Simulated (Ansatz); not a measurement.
This script drives the Ansatz DFT code, driven from Python.

`freq.py`:
```python
from dataclasses import dataclass
import itertools

import ansatz
from ase.data import atomic_numbers, covalent_radii
import numpy as np


@dataclass(frozen=True)
class RunConfig:
    basis_set: str = '6-31G*'
    xc: str = 'cam_b3lyp'


opts = RunConfig()

GEOMETRY = '''
F     0.49790   -1.09220    2.10040
Si    0.55140   -0.88820    0.41260
F     1.93920   -1.44410   -0.32310
C     0.28440    0.88830   -0.08770
Al   -1.28150   -0.11170   -0.92300
H    -0.07180    1.55250    0.76130
H     0.97950    1.28990   -0.79530
H    -2.80700   -0.25170   -1.20100
'''


def main() -> None:
    molecule = ansatz.Crystal.molecule()
    for line in GEOMETRY.strip().splitlines():
        symbol, *xyz = line.split()
        molecule = molecule.atom(symbol, [float(v) for v in xyz])

    setup = (
        molecule.calculation()
        .basis(gaussian=opts.basis_set)
        .functional(opts.xc)
    )
    symbols = [site.symbol for site in molecule.cartesian_sites]
    start = np.array([site.position_ang for site in molecule.cartesian_sites], dtype=float)
    r = setup.relax(force_tolerance=0.003).run(threads=1).report
    end = np.array(r['positions_ang'])

    radius = [covalent_radii[atomic_numbers[s]] for s in symbols]
    span = lambda where, i, j: np.linalg.norm(where[i] - where[j])
    bonded = [(i, j) for i, j in itertools.combinations(range(len(symbols)), 2) if min(span(start, i, j), span(end, i, j)) < 1.2 * (radius[i] + radius[j])]
    print('pair        before    after (A)')
    for i, j in bonded:
        print(f'{symbols[i]}{i}-{symbols[j]}{j}'.ljust(10), f'{span(start, i, j):8.4f} {span(end, i, j):8.4f}')

    minimum = ansatz.Crystal.molecule()
    for symbol, place in zip(symbols, end):
        minimum = minimum.atom(symbol, place.tolist())
    vibrating = minimum.calculation()
    vibrating = vibrating.basis(gaussian=opts.basis_set).functional(opts.xc)
    vibrating = vibrating.phonons(temperatures=(298.15, 498.15, 100))
    vib = vibrating.run(threads=1).report['vibrations']
    sums = vib['harmonic_sums']
    modes = [m['omega_inv_cm'] for m in sums['modes_at_gamma'] if m['rigid_motion'] == 'no']
    print('frequencies (1/cm):', ' '.join(f'{w:.0f}' for w in modes))
    print('imaginary modes:', sum(w < 0 for w in modes), ' zero-point energy:', round(sums['zero_point_energy_ev'], 4), 'eV')
    print('T (K)   F_vib (eV)   S_vib (meV/K)   C_vib (meV/K)')
    for row in zip(sums['temperatures_k'], sums['vibrational_free_energy_ev'], vib['entropy_ev_per_k'], vib['heat_capacity_ev_per_k']):
        print(f'{row[0]:6.1f} {row[1]:11.4f} {1000 * row[2]:13.4f} {1000 * row[3]:15.4f}')

    heavier = vibrating.phonons(masses={'H': 2.014102}).run(threads=1).report['vibrations']['harmonic_sums']
    print('deuterated (1/cm):', ' '.join(f'{m["omega_inv_cm"]:.0f}' for m in heavier['modes_at_gamma'] if m['rigid_motion'] == 'no'))
    print('zero-point energy falls by', round(sums['zero_point_energy_ev'] - heavier['zero_point_energy_ev'], 4), 'eV')


if __name__ == '__main__':
    main()
```

It is started by `python freq.py`. Estimate its wall time and peak memory on 1 thread of Arm Neoverse V1 (shared host).

It took about 6.9 min, with a peak of 0.29 GiB, for 3 runs of the engine.

```console
$ python freq.py
pair        before    after (A)
F0-Si1       1.7009   1.6049
Si1-F2       1.6662   1.6049
Si1-C3       1.8648   1.8727
Si1-Al4      2.3971   2.3166
C3-Al4       2.0371   2.0045
C3-H5        1.1353   1.0968
C3-H6        1.0701   1.0969
Al4-H7       1.5569   1.5802
RunWarning: phonons: modes at or below zero, which the zero-point energy, F, S and C_V leave out: 1, the lowest at -56.52 cm⁻¹. A minimum has none, and a first-order saddle one
frequencies (1/cm): -57 175 251 284 299 364 428 497 546 766 776 889 933 969 1388 1971 3077 3142
imaginary modes: 1  zero-point energy: 1.0386 eV
T (K)   F_vib (eV)   S_vib (meV/K)   C_vib (meV/K)
 298.1      0.9857        0.4809          0.6627
 398.1      0.9268        0.6951          0.8169
 498.1      0.8473        0.8906          0.9267
deuterated (1/cm): -48 155 229 249 279 313 338 460 497 577 701 734 916 963 1048 1422 2237 2325
zero-point energy falls by 0.2052 eV
```
(Warnings from the package without file and line, repeats left out.)

The frequencies are harmonic and unscaled, in a modest basis.
